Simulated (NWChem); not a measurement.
**A workflow on the pair GeNH2F···BSiH5**

Aim: the energy (singlet BGeSiNH7F, B97-D/3-21G), then a single-point energy (singlet GeNH2F, B97-D/3-21G), then a single-point energy (singlet BSiH5, B97-D/3-21G), then the energy (singlet GeNH2F, B97-D/3-21G), then a single-point energy (singlet BSiH5, B97-D/3-21G) of BFGeH7NSi and its partners. 

The calculation is run with NWChem 7.3.0.

## (1) The structure to begin with

The species is BGeSiNH7F (12 atoms), meant as a singlet with charge 0. The two molecules were placed rigidly side by side, at 1.1 times their contact distance; the pair isn't optimised.

Bond lengths: N1–Ge2 1.811 Å, Ge2–F3 1.768 Å, B6–Si7 2.010 Å, N1–H4 1.008 Å, N1–H5 1.010 Å, B6–H8 1.196 Å, B6–H9 1.195 Å, Si7–H10 1.492 Å, Si7–H11 1.492 Å, Si7–H12 1.487 Å. Some angles: N1–Ge2–F3 94.5°, Ge2–N1–H4 124.0°, Ge2–N1–H5 122.7°, B6–Si7–H10 108.8°, B6–Si7–H11 108.8°, B6–Si7–H12 115.1°, Si7–B6–H8 118.9°, Si7–B6–H9 123.6°, H4–N1–H5 113.3°, H10–Si7–H11 107.3°.

## (2) The energy at B97-D/3-21G (run 1)

The input, run.nw:

```
start run
title "BFGeH7NSi B97-D"
memory total 2200 mb
geometry units atomic noautosym nocenter noautoz
 N   -0.92165723   0.68468557  -0.37121780
 Ge   0.80139505  -0.54892764   2.31578378
 F    3.00141421  -2.24722451   0.46063964
 H   -2.43797347   1.82796987  -0.23118909
 H   -0.44317857   0.28349671  -2.17401652
 B    4.73349938   8.90414383  -3.48586440
 Si   2.02546515   7.82063157  -1.05297429
 H    6.70369004   9.65291002  -2.66768858
 H    4.49329629   8.84554343  -5.73049999
 H    3.04051264   5.75283655   0.57406100
 H    1.40206340   9.99026392   0.63708337
 H   -0.35540079   6.91766373  -2.24302932
end
basis "ao basis" spherical bse
 * library 3-21G
end
dft
 xc becke97-d
 grid fine
 convergence energy 1e-08
 iterations 100
 mulliken
 print low
end
task dft energy
```

On the command line:

```console
nwchem run.nw > run.out
```

The log of the run, shortened:

```text
[...]
 d= 0,ls=0.0,diis     1  -2538.3935010914 -2.90D+03  3.68D-02  8.67D-01     1.2
[...]
 d= 0,ls=0.0,diis    12  -2538.5090023829 -6.58D-09  3.50D-07  5.77D-10    10.8
         Total DFT energy =    -2538.509002382940
      One electron energy =    -4255.813983225238
           Coulomb energy =     1480.946652002878
    Exchange-Corr. energy =     -124.864220701958
 Nuclear repulsion energy =      361.231658269094
    Dispersion correction =       -0.009108727715
[...]
      Total Density - Mulliken Population Analysis
     ---------------------------------------------
    Atom       Charge   Shell Charges
 -----------   ------   -------------------------------------------------------
    1 N    7     7.88   1.99  0.38  1.87  1.30  2.34
    2 Ge  32    31.34   2.00  2.00  5.99  2.00  5.94  1.01  1.08  0.82  0.53  9.96
    3 F    9     9.39   1.98  0.45  2.49  1.53  2.94
    4 H    1     0.69   0.46  0.23
    5 H    1     0.69   0.45  0.24
    6 B    5     5.29   1.99  0.42  1.19  0.93  0.77
    7 Si  14    13.54   2.00  1.97  5.86  0.75  1.72  0.56  0.68
    8 H    1     0.95   0.47  0.49
    9 H    1     0.96   0.47  0.49
   10 H    1     1.08   0.44  0.64
[...]
```

Run time: 11 s. Hardware: 1 thread of Intel Xeon 6975P-C (Granite Rapids), shared host; peak memory 0.12 GiB.

## (3) GeNH2F: the energy at B97-D/3-21G (run 2)

The input, fgeh2n.nw:

```
start fgeh2n
memory total 2200 mb

geometry units angstroms noautosym nocenter noautoz
   N     -0.487720     0.362320    -0.196440
   Ge     0.424080    -0.290480     1.225460
   F      1.588280    -1.189180     0.243760
   H     -1.290120     0.967320    -0.122340
   H     -0.234520     0.150020    -1.150440
end

basis spherical bse
   * library 3-21G
end

dft
   xc becke97-d
   grid fine
   convergence energy 1e-08
   iterations 100
   mulliken
   noprint "final vectors analysis"
end

task dft energy
```

On the command line:

```console
nwchem fgeh2n.nw > fgeh2n.out
```

The log of the run, shortened:

```text
[...]
          Wavefunction type:  closed shell.
          No. of atoms     :     5
          No. of electrons :    50
[...]
          Charge           :     0
          Spin multiplicity:     1
[...]
          AO basis - number of functions:    44
[...]
              XC Information
              --------------
                   Becke 97-D Method XC Functional
                  Becke 1997-D Exchange Functional  1.000
                Becke 1997-D Correlation Potential  1.000
[...]
 d= 0,ls=0.0,diis     1  -2222.8284302881 -2.41D+03  4.70D-02  7.30D-01     0.4
[...]
 d= 0,ls=0.0,diis    11  -2222.9219456063 -6.99D-10  2.99D-07  1.94D-10     3.0
         Total DFT energy =    -2222.921945606310
      One electron energy =    -3476.235354687229
           Coulomb energy =     1162.892811297494
    Exchange-Corr. energy =      -98.161013239291
 Nuclear repulsion energy =      188.583797278067
    Dispersion correction =       -0.002186255351
[...]
      Total Density - Mulliken Population Analysis
     ---------------------------------------------
    Atom       Charge   Shell Charges
 -----------   ------   -------------------------------------------------------
    1 N    7     7.88   1.99  0.38  1.87  1.30  2.34
    2 Ge  32    31.34   2.00  2.00  5.99  2.00  5.94  1.00  1.08  0.82  0.54  9.96
    3 F    9     9.39   1.98  0.45  2.49  1.53  2.94
    4 H    1     0.69   0.46  0.23
    5 H    1     0.69   0.45  0.24
[...]
```

It took 3.6 s on 1 thread of Intel Xeon 6975P-C (Granite Rapids), shared host; peak memory 0.11 GiB.

## (4) BSiH5: the energy at B97-D/3-21G (run 3)

The input, bh5si.nw:

```
start bh5si
title "BH5Si"
memory stack 880 mb heap 220 mb global 1100 mb

geometry noautosym nocenter noautoz
 B     2.504860    4.711870   -1.844640
 Si    1.071830    4.138500   -0.557210
 H     3.547440    5.108100   -1.411680
 H     2.377750    4.680860   -3.032450
 H     1.608970    3.044270    0.303780
 H     0.741940    5.286620    0.337130
 H    -0.188070    3.660670   -1.186960
end

basis "ao basis" spherical bse
 B library 3-21G
 Si library 3-21G
 H library 3-21G
end

dft
 xc becke97-d
 grid fine
 convergence energy 1e-08
 iterations 100
 mulliken
 print low
end

task dft energy
```

On the command line:

```console
nwchem bh5si.nw > bh5si.out
```

The log of the run, shortened:

```text
[...]
 d= 0,ls=0.0,diis     1   -315.5608093341 -3.63D+02  1.47D-02  1.38D-01     0.3
[...]
 d= 0,ls=0.0,diis     8   -315.5830401728 -5.36D-10  4.66D-07  6.07D-11     2.1
         Total DFT energy =     -315.583040172761
      One electron energy =     -529.493993429136
           Coulomb energy =      193.056335454241
    Exchange-Corr. energy =      -26.705066593392
 Nuclear repulsion energy =       47.564497897459
    Dispersion correction =       -0.004813501934
[...]
      Total Density - Mulliken Population Analysis
     ---------------------------------------------
    Atom       Charge   Shell Charges
 -----------   ------   -------------------------------------------------------
    1 B    5     5.29   1.99  0.42  1.19  0.93  0.77
    2 Si  14    13.54   2.00  1.97  5.86  0.75  1.72  0.56  0.68
    3 H    1     0.95   0.47  0.49
    4 H    1     0.96   0.47  0.49
    5 H    1     1.08   0.44  0.64
    6 H    1     1.08   0.44  0.64
    7 H    1     1.09   0.44  0.65
[...]
```

It took 2.6 s on 1 thread of Intel Xeon 6975P-C (Granite Rapids), shared host; peak memory 0.11 GiB.

## (5) GeNH2F among ghost functions: a single-point energy at B97-D/3-21G (with ghost functions) (run 4)

The input, mol.nw:

```
start mol
title "FGeH2N B97-D"
memory total 2200 mb

geometry units bohr noautosym nocenter noautoz
  N     -0.92165723     0.68468557    -0.37121780
  Ge     0.80139505    -0.54892764     2.31578378
  F      3.00141421    -2.24722451     0.46063964
  H     -2.43797347     1.82796987    -0.23118909
  H     -0.44317857     0.28349671    -2.17401652
  bqB      4.733499     8.904144    -3.485864
  bqSi     2.025465     7.820632    -1.052974
  bqH      6.703690     9.652910    -2.667689
  bqH      4.493296     8.845543    -5.730500
  bqH      3.040513     5.752837     0.574061
  bqH      1.402063     9.990264     0.637083
  bqH     -0.355401     6.917664    -2.243029
end

basis spherical bse
  N library 3-21G
  Ge library 3-21G
  F library 3-21G
  H library 3-21G
  bqB library B 3-21G
  bqSi library Si 3-21G
  bqH library H 3-21G
end

dft
  xc becke97-d
  mult 1
  grid fine
  convergence energy 1e-08
  maxiter 100
  mulliken
  noprint "final vectors analysis"
end

task dft energy
```

On the command line:

```console
nwchem mol.nw > mol.out
```

The log of the run, shortened:

```text
[...]
          Wavefunction type:  closed shell.
          No. of atoms     :    12
          No. of electrons :    50
[...]
          Charge           :     0
          Spin multiplicity:     1
[...]
          AO basis - number of functions:    76
[...]
              XC Information
              --------------
                   Becke 97-D Method XC Functional
                  Becke 1997-D Exchange Functional  1.000
                Becke 1997-D Correlation Potential  1.000
[...]
 d= 0,ls=0.0,diis     1  -2222.8309112765 -2.41D+03  2.74D-02  7.28D-01     1.1
[...]
 d= 0,ls=0.0,diis    10  -2222.9241542868 -8.84D-09  7.17D-07  5.64D-09     8.6
         Total DFT energy =    -2222.924154286775
      One electron energy =    -3476.160519615825
           Coulomb energy =     1162.811721651731
    Exchange-Corr. energy =      -98.156953598837
 Nuclear repulsion energy =      188.583783532311
    Dispersion correction =       -0.002186256154
[...]
      Total Density - Mulliken Population Analysis
     ---------------------------------------------
    Atom       Charge   Shell Charges
 -----------   ------   -------------------------------------------------------
    1 N    7     7.88   1.99  0.38  1.86  1.30  2.34
    2 Ge  32    31.34   2.00  2.00  5.99  2.00  5.94  1.01  1.08  0.82  0.53  9.96
    3 F    9     9.39   1.98  0.45  2.49  1.53  2.93
    4 H    1     0.69   0.46  0.23
    5 H    1     0.69   0.45  0.24
    6 X    0    -0.00  -0.00 -0.00 -0.00  0.00 -0.00
    7 X    0     0.02  -0.00 -0.00 -0.00 -0.00 -0.00  0.00  0.01
    8 X    0     0.00  -0.00  0.00
    9 X    0     0.00  -0.00  0.00
   10 X    0    -0.00  -0.00 -0.00
[...]
```

It took 9.3 s on 1 thread of Intel Xeon 6975P-C (Granite Rapids), shared host; peak memory 0.12 GiB.

## (6) BSiH5 among ghost functions: the energy at B97-D/3-21G (with ghost functions) (run 5)

The input, bh5si.nw:

```
start bh5si
memory 2200 mb

geometry noautosym nocenter noautoz
 B      2.504860     4.711870    -1.844640
 Si     1.071830     4.138500    -0.557210
 H      3.547440     5.108100    -1.411680
 H      2.377750     4.680860    -3.032450
 H      1.608970     3.044270     0.303780
 H      0.741940     5.286620     0.337130
 H     -0.188070     3.660670    -1.186960
 bqN     -0.487720     0.362320    -0.196440
 bqGe     0.424080    -0.290480     1.225460
 bqF      1.588280    -1.189180     0.243760
 bqH     -1.290120     0.967320    -0.122340
 bqH     -0.234520     0.150020    -1.150440
end

basis spherical bse
 B library 3-21G
 Si library 3-21G
 H library 3-21G
 bqN library N 3-21G
 bqGe library Ge 3-21G
 bqF library F 3-21G
 bqH library H 3-21G
end

dft
 xc becke97-d
 mult 1
 grid fine
 convergence energy 1e-08
 iterations 100
 mulliken
 print low
end

task dft
```

On the command line:

```console
nwchem bh5si.nw > bh5si.out
```

The log of the run, shortened:

```text
[...]
 d= 0,ls=0.0,diis     1   -315.5612344217 -3.63D+02  6.19D-03  1.39D-01     1.0
[...]
 d= 0,ls=0.0,diis     8   -315.5835005137 -5.38D-10  2.00D-07  6.33D-11     6.8
         Total DFT energy =     -315.583500513719
      One electron energy =     -529.483251314072
           Coulomb energy =      193.043938095972
    Exchange-Corr. energy =      -26.703871691144
 Nuclear repulsion energy =       47.564497897459
    Dispersion correction =       -0.004813501934
[...]
      Total Density - Mulliken Population Analysis
     ---------------------------------------------
    Atom       Charge   Shell Charges
 -----------   ------   -------------------------------------------------------
    1 B    5     5.29   1.99  0.42  1.19  0.94  0.77
    2 Si  14    13.54   2.00  1.97  5.86  0.75  1.72  0.56  0.67
    3 H    1     0.95   0.47  0.49
    4 H    1     0.96   0.47  0.49
    5 H    1     1.08   0.44  0.64
    6 H    1     1.08   0.44  0.64
    7 H    1     1.10   0.44  0.65
    8 X    0    -0.00   0.00  0.00 -0.00 -0.00  0.00
    9 X    0     0.00  -0.00 -0.00 -0.00 -0.00 -0.00 -0.00 -0.00  0.00  0.00 -0.00
   10 X    0    -0.00   0.00  0.00  0.00 -0.00 -0.00
[...]
```

Run time: 7.5 s. Hardware: 1 thread of Intel Xeon 6975P-C (Granite Rapids), shared host; peak memory 0.12 GiB.

## (7) What came out

| quantity | value |
| --- | --- |
| run 1, B97-D/3-21G: total energy | -2538.50900 Eh |
| run 1, B97-D/3-21G: dispersion energy | -23.91 kJ/mol |
| GeNH2F: total energy | -2222.92195 Eh |
| GeNH2F: dipole moment | 2.56 D |
| GeNH2F: dispersion energy | -5.74 kJ/mol |
| BSiH5: total energy | -315.58304 Eh |
| BSiH5: dispersion energy | -12.64 kJ/mol |
| GeNH2F among ghost functions: total energy | -2222.92415 Eh |
| GeNH2F among ghost functions: dipole moment | 2.48 D |
| GeNH2F among ghost functions: dispersion energy | -5.74 kJ/mol |
| BSiH5 among ghost functions: total energy | -315.58350 Eh |
| BSiH5 among ghost functions: dispersion energy | -12.64 kJ/mol |
| interaction energy of the rigid parts GeNH2F and BSiH5 (parts in their own basis; closest atoms 3.10 Å apart) | -0.109 eV |
| interaction energy of the rigid parts GeNH2F and BSiH5 (parts in the whole basis, counterpoise; closest atoms 3.10 Å apart) | -0.037 eV |

**Reading.** The interaction energy of the rigid parts GeNH2F and BSiH5 (parts in their own basis; closest atoms 3.10 Å apart) is −0.11 eV (−10.5 kJ/mol): the parts attract. Without counterpoise this holds the superposition error of the basis. The interaction energy of the rigid parts GeNH2F and BSiH5 (parts in the whole basis, counterpoise; closest atoms 3.10 Å apart) is −0.04 eV (−0.8 kcal/mol): the parts attract. The basis-set superposition error is 7.0 kJ/mol.
